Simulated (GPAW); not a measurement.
# HfGe (P4/mmm) in GPAW: notebook

Runs on HfGe. Level: PBE. Tasks: single point.

Program: GPAW 26.7.0. These are calculated values, not measurements. Logs are shortened: lines on timing, memory, paths and dates and some standing lists are left out, and cuts for length are marked. The log counts tension as positive stress, the text compression.

## (1) The cell of the first run

Symmetry: P4/mmm, No. 123, tetragonal system. Conventional cell: a = 3.252 Å, b = 3.252 Å, c = 4.108 Å, α = 90.00°, β = 90.00°, γ = 90.00°. Around Hf (site symmetry 4/mmm) lie 4 Ge at 2.30 Å. Ge (site symmetry 4/mmm) has 4 Hf at 2.30 Å as nearest neighbours.

The cell was built by a generator and needn't be a form met in nature.

## (2) Single point, PBE (strain = 0.01)

run.py reads:

```python
from ase.dft.bandgap import bandgap
from ase.io import read, write
from ase.units import GPa
from gpaw import GPAW, PW

atoms = read('POSCAR')

calc = GPAW(mode=PW(600),
            xc='PBE',
            kpts={'size': (8, 8, 7), 'gamma': True},
            occupations={'name': 'fermi-dirac', 'width': 0.05},
            nbands=18,
            convergence={'density': 1e-05, 'energy': 1e-05},
            maxiter=150,
            txt='gpaw.txt')
atoms.calc = calc
energy = atoms.get_potential_energy()
forces = atoms.get_forces()
stress = atoms.get_stress()
calc.write('gs.gpw')
write('result.traj', atoms)
print(f'Energy: {energy:.6f} eV')
print('Forces (eV/A):')
print(forces.round(4))
print('Stress (GPa):', (stress / GPa).round(3))
print('Fermi level:', round(calc.get_fermi_level(), 4), 'eV')
print(f'Gap: {bandgap(calc)[0]:.4f} eV, direct: {bandgap(calc, direct=True)[0]:.4f} eV')
```

POSCAR reads:

```
HfGe
1.0
    3.2518626600      0.0000000000      0.0000000000
    0.0000000000      3.2518626600      0.0000000000
    0.0000000000      0.0000000000      4.1084277000
Hf Ge
1 1
Direct
    0.5000000000      0.5000000000      0.0000000000
    0.0000000000      0.0000000000      0.0000000000
```

Potentials or basis: GPAW PAW data sets (gpaw-data 1.2.1), pw.

The run is started by

```sh
OMP_NUM_THREADS=1 python run.py
```

gpaw.txt:

```text
__  _  _
 | _ |_)|_||  |
 |__||  | ||/\| - 26.7.0

Input parameters:
  mode=PW(ecut=600.0),
  convergence={'density': 1e-05, 'energy': 1e-05},
  kpts=MonkhorstPack(size=(8, 8, 7), gamma=True),
  maxiter=150,
  nbands=18,
  occupations=Occupations(name='fermi-dirac', width=0.05),
  xc=XC(name='PBE')

Diagonalizing LCAO Hamiltonian
Converting LCAO to pw mode
   .-------.
  /|       |
 * |       |
 | |       |
 | |       |
 | .-------.
 |/   Hf  /
 Ge------*

Atoms  # Å, Bohr magnetons
|   | symbol |        x |        y |        z |    initial magnetic moments |
|---|--------|----------|----------|----------|-----------------------------|
| 0 |     Hf | 1.625931 | 1.625931 | 0.000000 | ( 0.0000,  0.0000,  0.0000) |
| 1 |     Ge | 0.000000 | 0.000000 | 0.000000 | ( 0.0000,  0.0000,  0.0000) |

Unit cell  # Å
| periodic |        x |        y |        z |  lengths |    angles |
|----------|----------|----------|----------|----------|-----------|
|      yes | 3.251863 | 0.000000 | 0.000000 | 3.251863 | 90.000000 |
|      yes | 0.000000 | 3.251863 | 0.000000 | 3.251863 | 90.000000 |
|      yes | 0.000000 | 0.000000 | 4.108428 | 4.108428 | 90.000000 |

Number of symmetries: 16
Symmetry operations  # r_c * U_cc + t_c -> r_c
|    | kind |            matrix            |
|----|------|------------------------------|
|  0 |  E   |  1, 0, 0,  0, 1, 0,  0, 0, 1 |
|  1 |  σ   |  1, 0, 0,  0, 1, 0,  0, 0,-1 |
|  2 |  σ   |  1, 0, 0,  0,-1, 0,  0, 0, 1 |
|  3 |  C2  |  1, 0, 0,  0,-1, 0,  0, 0,-1 |
|  4 |  σ   |  0, 1, 0,  1, 0, 0,  0, 0, 1 |
|  5 |  C2  |  0, 1, 0,  1, 0, 0,  0, 0,-1 |
|  6 |  C4  |  0, 1, 0, -1, 0, 0,  0, 0, 1 |
|  7 |  S4  |  0, 1, 0, -1, 0, 0,  0, 0,-1 |
|  8 |  C4  |  0,-1, 0,  1, 0, 0,  0, 0, 1 |
|  9 |  S4  |  0,-1, 0,  1, 0, 0,  0, 0,-1 |
| 10 |  σ   |  0,-1, 0, -1, 0, 0,  0, 0, 1 |
| 11 |  C2  |  0,-1, 0, -1, 0, 0,  0, 0,-1 |
| 12 |  σ   | -1, 0, 0,  0, 1, 0,  0, 0, 1 |
| 13 |  C2  | -1, 0, 0,  0, 1, 0,  0, 0,-1 |
| 14 |  C2  | -1, 0, 0,  0,-1, 0,  0, 0, 1 |
| 15 |  i   | -1, 0, 0,  0,-1, 0,  0, 0,-1 |

BZ-sampling:
  Number of BZ points: 448
  Number of IBZ points: 60

  Monkhorst-Pack size: [8, 8, 7]
  Monkhorst-Pack shift: [0.0625, 0.0625, 0.0]

K-points  # in reciprocal-cell coordinates
|     |                                coordinates |     weight |
|-----|--------------------------------------------|------------|
|   0 | (  0.00000000,   0.00000000,   0.00000000) | 0.00223214 |
|   1 | (  0.00000000,   0.00000000,   0.14285714) | 0.00446429 |
|   2 | (  0.00000000,   0.00000000,   0.28571429) | 0.00446429 |
|   3 | (  0.00000000,   0.00000000,   0.42857143) | 0.00446429 |
|   4 | (  0.12500000,   0.00000000,   0.00000000) | 0.00892857 |
|   5 | (  0.12500000,   0.00000000,   0.14285714) | 0.01785714 |
|   6 | (  0.12500000,   0.00000000,   0.28571429) | 0.01785714 |
|   7 | (  0.12500000,   0.00000000,   0.42857143) | 0.01785714 |
|   8 | (  0.12500000,   0.12500000,   0.00000000) | 0.00892857 |
|   9 | (  0.12500000,   0.12500000,   0.14285714) | 0.01785714 |
| ... |                                            |            |
|  59 | (  0.50000000,   0.50000000,   0.42857143) | 0.00446429 |

Plane wave coefficients: 1475
Cutoff: 600.0 eV

Spin-components: 1 (collinear spins)
Bands:           18
Projectors:      11
Spin-degeneracy: 2
Datatype:        complex128

Parallelization:
  kpt:    1
  domain: 1
  band:   1

Density:
  Valence electrons: 16.0
  Components: 1
  Grid points: [20 20 24]
  Charge: 0.0  # |e|

Potential:
  Grid points: [20 20 24]

species:
  Hf:
    name:    Hafnium
    Z:       72.0
    valence: 12
    core:    60
    charge:  0.0  # [|e|]
    compensation charges:
      type: gauss
      rc: 0.41  # [Å]
      lmax: 2
    cutoffs:
      filter: 2.36  # [Å]
      core: 4.02  # [Å]
    projectors
    | kind |    occ | energy [eV] | rcut [Å] |
    |------|--------|-------------|----------|
    |   5s |  2.000 |     -66.831 |    1.397 |
    |   6s |  2.000 |      -5.097 |    1.397 |
    |   5p |  6.000 |     -35.599 |    1.307 |
    |   6p |  0.000 |      -1.401 |    1.307 |
    |   5d |  2.000 |      -2.699 |    1.334 |
    |    d |        |      24.513 |    1.334 |

    Using partial waves for Hf as LCAO basis

  Ge:
    name:    Germanium
    Z:       32.0
    valence: 4
    core:    28
    charge:  0.0  # [|e|]
    compensation charges:
      type: gauss
      rc: 0.32  # [Å]
      lmax: 2
    cutoffs:
      filter: 1.77  # [Å]
      core: 3.42  # [Å]
    projectors
    | kind |    occ | energy [eV] | rcut [Å] |
    |------|--------|-------------|----------|
    |   4s |  2.000 |     -11.726 |    1.005 |
    |   4p |  2.000 |      -3.896 |    1.005 |
    |    s |        |      15.485 |    1.005 |
    |    p |        |      23.315 |    1.005 |
    |    d |        |       0.000 |    1.005 |

    Using partial waves for Ge as LCAO basis

Reference energy: -466983.753128  # eV

eigensolver:
  PPCG
  Converge bands: occupied
  niter=2

density mixing:
  MSR1-Mixer
  Pratt-step length: 0.05
  Maximum mixing coefficient: 0.75
  Old densities: 10
  SVD Regularization: 0.005
  Good broyden scale: 1.0
  Trust region scale: 1.0
  Backstep threshold: 4.0
  History deletion threshold: 6.0
  Fourier metric: weight=20.0, sigma=0.015

occupation numbers:
  Fermi-Dirac:
    width: 0.0500  # eV

poisson solver:
  ecut: 4800.0  # eV

xc functional:
  name: PBE with 2 nearest neighbor stencil

convergence criteria:
- Maximum integral of absolute [dens]ity change: 1e-05 electrons / valence electron
- Maximum [total energy] change in last 3 cyles: 1e-05 eV / valence electron
- Maximum integral of absolute [eigenst]ate change: 4e-08 eV^2 / valence electron
maximum number of iterations: 150

SCF iterations
|iter     | |      energy | eigst |  dens |
|---------|-|-------------|-------|-------|
|iter:   1| |   -9.645150 | -0.00 |       |
|iter:   2| |   -9.428737 | -2.20 | -0.91 |
|iter:   3| |   -8.315623 | -1.01 | -0.95 |
|iter:   4| |   -8.314724 | -2.47 | -1.69 |
|iter:   5| |   -8.317118 | -3.66 | -2.21 |
|iter:   6| |   -8.316384 | -4.06 | -2.43 |
|iter:   7| |   -8.316425 | -5.40 | -3.11 |
|iter:   8| |   -8.316408c| -6.56 | -3.77 |
|iter:   9| |   -8.316412c| -7.89c| -4.25 |
|iter:  10| |   -8.316411c| -8.46c| -5.11c|

Converged in 10 steps
Energy contributions relative to reference atoms: (reference = -466983.753128)

Energy contributions:
  Kinetic:          97.718501
  Coulomb:         -82.832934
  Zero:             -0.510893
  External:          0.000000
  Xc:              -22.684712
  Entropy:          -0.012745
  Spinorbit:         0.000000
  ----------------------------
  Free energy:      -8.322783
  Extrapolated:     -8.316411

dipole moment: (-10.618023, -10.618023, -28.201951)  # |e|*Ang

Fermi level: 7.526
Eigenvalues  # (at kpt = [0.000, 0.000, 0.000])
| band index |      eig [eV] | occ [0-2] |
|------------|---------------|-----------|
|          0 |       -53.448 |     2.000 |
|          1 |       -22.798 |     2.000 |
|          2 |       -22.355 |     2.000 |
|          3 |       -22.355 |     2.000 |
|          4 |        -3.163 |     2.000 |
|          5 |         5.999 |     2.000 |
|          6 |         6.133 |     2.000 |
|          7 |         7.621 |     0.259 |
|          8 |        10.936 |     0.000 |
|          9 |        10.936 |     0.000 |
|         10 |        11.045 |     0.000 |
|         11 |        11.581 |     0.000 |
|         12 |        11.581 |     0.000 |
|         13 |        16.706 |     0.000 |
|         14 |        18.532 |     0.000 |
|        ... |               |           |
|         17 |        21.894 |     0.000 |

No gap
No difference between direct/indirect transitions

Forces  # eV/Ang
|        x |        y |       z |
|----------|----------|---------|
|  0.00000 |  0.00000 | 0.00000 |  # Hf   0
| -0.00000 | -0.00000 | 0.00000 |  # Ge   1

Stress tensor  # eV/Ang^3
|         x |         y |        z |
|-----------|-----------|----------|
| -0.535302 |  0.000000 | 0.000000 |
|  0.000000 | -0.535302 | 0.000000 |
|  0.000000 |  0.000000 | 0.009731 |

# Writing to gs.gpw (mode='')
```

Run time: 40 s. Hardware: 1 thread of Arm Neoverse N1, shared host; peak memory 0.18 GiB.

Results:

```
Free energy            : -8.3228 eV
Pressure               : 56.7 GPa
Band gap on the k mesh : none (metal or under the smearing width)
```

Caveat: the density grid can change from cell to cell, which puts small steps into energies and stress.

## (3) Single point, PBE (strain = 0.02)

run.py, as its differences from that of step 2:

```diff
@@ -2,4 +2,5 @@
 from ase.io import read, write
-from ase.units import GPa
+from ase.units import Bohr, GPa
 from gpaw import GPAW, PW
+from gpaw.elf import elf_from_dft_calculation
 
@@ -27 +28,6 @@
 print(f'Gap: {bandgap(calc)[0]:.4f} eV, direct: {bandgap(calc, direct=True)[0]:.4f} eV')
+
+# fields on the real-space grid
+write('density.cube', atoms, data=calc.get_pseudo_density() * Bohr**3)
+write('potential.cube', atoms, data=calc.get_electrostatic_potential())
+write('elf.cube', atoms, data=elf_from_dft_calculation(calc).data)
```

POSCAR reads:

```
HfGe
1.0
    3.2840593200      0.0000000000      0.0000000000
    0.0000000000      3.2840593200      0.0000000000
    0.0000000000      0.0000000000      4.1084277000
Hf Ge
1 1
Direct
    0.5000000000      0.5000000000      0.0000000000
    0.0000000000      0.0000000000      0.0000000000
```

Potentials or basis: GPAW PAW data sets (gpaw-data 1.2.1), pw.

The run is started by

```sh
OMP_NUM_THREADS=1 python run.py
```

It took 27 s on 1 thread of Arm Neoverse V1, shared host; peak memory 0.18 GiB.

The run converged. Its results:

```yaml
Free_energy: -8.7591 eV
Pressure: 50.2 GPa
Band_gap_on_the_k_mesh: none (metal or under the smearing width)
```

Stress tensor (GPa, compression positive):
```
76.04  0.00  0.00
 0.00 76.04  0.00
 0.00  0.00 -1.52
```

Levels at points of the mesh, in eV from the Fermi level:
| k point | band 4 | band 5 | band 6 | band 7 | band 8 | band 9 | band 10 | band 11 | band 12 | band 13 |
| --- | --- | --- | --- | --- | --- | --- | --- | --- | --- | --- |
| (0.00, 0.00, 0.00) | -29.93 | -10.58 | -1.43 | -1.35 | 0.17 | 3.35 | 3.35 | 3.42 | 3.87 | 3.87 |
| (0.50, 0.00, 0.00) | -29.83 | -6.86 | -5.38 | -1.81 | -1.70 | -0.03 | 3.77 | 5.34 | 5.55 | 7.17 |
| (0.50, 0.50, 0.00) | -30.28 | -8.51 | -0.69 | -0.69 | 0.85 | 0.86 | 0.86 | 2.83 | 6.11 | 6.17 |

Caveat: the density grid can change from cell to cell, which puts small steps into energies and stress. The run has no spin-orbit coupling, so splittings on Hf are missing.
